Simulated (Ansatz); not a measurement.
# Si: the cost of one run

All numbers below are computed with Ansatz 0.2.0 (DFT PBE, plane waves, PAW, scalar-relativistic, no spin polarisation).

## 1. The structure to begin with

The cell holds 17 atoms (Si17): a = 7.679 Å, b = 7.679 Å, c = 7.679 Å, α = 60.00°, β = 60.00°, γ = 60.00°.

Structure file:

```cif
data_structure
_symmetry_space_group_name_H-M 'P 1'
_symmetry_Int_Tables_number 1
_cell_length_a 7.6792
_cell_length_b 7.6792
_cell_length_c 7.6792
_cell_angle_alpha 60.000
_cell_angle_beta 60.000
_cell_angle_gamma 60.000
_cell_volume 320.21
loop_
_atom_site_label
_atom_site_type_symbol
_atom_site_fract_x
_atom_site_fract_y
_atom_site_fract_z
_atom_site_occupancy
Si1 Si 0.00000 0.00000 0.00000 1
Si2 Si 0.12500 0.12500 0.12500 1
Si3 Si 0.00000 0.00000 0.50000 1
Si4 Si 0.12500 0.12500 0.62500 1
Si5 Si 0.00000 0.50000 0.00000 1
Si6 Si 0.12500 0.62500 0.12500 1
Si7 Si 0.00000 0.50000 0.50000 1
Si8 Si 0.12500 0.62500 0.62500 1
Si9 Si 0.50000 0.00000 0.00000 1
Si10 Si 0.62500 0.12500 0.12500 1
Si11 Si 0.50000 0.00000 0.50000 1
Si12 Si 0.62500 0.12500 0.62500 1
Si13 Si 0.50000 0.50000 0.00000 1
Si14 Si 0.62500 0.62500 0.12500 1
Si15 Si 0.50000 0.50000 0.50000 1
Si16 Si 0.62500 0.62500 0.62500 1
Si17 Si 0.87562 0.87625 0.87257 1
```

## 2. End point A

Contents of input.yaml:

```yaml
crystal:
  lattice:
    - [0.0, 5.43, 5.43]
    - [5.43, 0.0, 5.43]
    - [5.43, 5.43, 0.0]
  atoms:
    - { symbol: Si, position: [0.0, 0.0, 0.0] }
    - { symbol: Si, position: [0.125, 0.125, 0.125] }
    - { symbol: Si, position: [0.0, 0.0, 0.5] }
    - { symbol: Si, position: [0.125, 0.125, 0.625] }
    - { symbol: Si, position: [0.0, 0.5, 0.0] }
    - { symbol: Si, position: [0.125, 0.625, 0.125] }
    - { symbol: Si, position: [0.0, 0.5, 0.5] }
    - { symbol: Si, position: [0.125, 0.625, 0.625] }
    - { symbol: Si, position: [0.5, 0.0, 0.0] }
    - { symbol: Si, position: [0.625, 0.125, 0.125] }
    - { symbol: Si, position: [0.5, 0.0, 0.5] }
    - { symbol: Si, position: [0.625, 0.125, 0.625] }
    - { symbol: Si, position: [0.5, 0.5, 0.0] }
    - { symbol: Si, position: [0.625, 0.625, 0.125] }
    - { symbol: Si, position: [0.5, 0.5, 0.5] }
    - { symbol: Si, position: [0.625, 0.625, 0.625] }
    - { symbol: Si, position: [0.8756242, 0.8762505, 0.8725662] }
basis:
  ecutwfc: 420.0
kpoints:
  mp_grid: { grid: [2, 2, 2] }
hamiltonian:
  xc: pbe
  pseudopotentials: { kind: paw, azcp: { folder: soft_1 } }
scf:
  occupations: { method: fermi_dirac, width: 0.02 }
  lower_state_search: "off"
relax:
  f_tol: 0.03
  max_steps: 60
  adjacent_minimum: "off"
```

The run is started by

```
$ ansatz run input.yaml --threads 1 --pin off --max-ram 3072MiB --backend cpu --events-out ev --progress --plain --runs-dir out
```

**Question.** How long does this run take on 1 thread of Arm Neoverse V2, shared host, and how much memory does it need?

About 15 s, with a peak of 0.49 GiB.
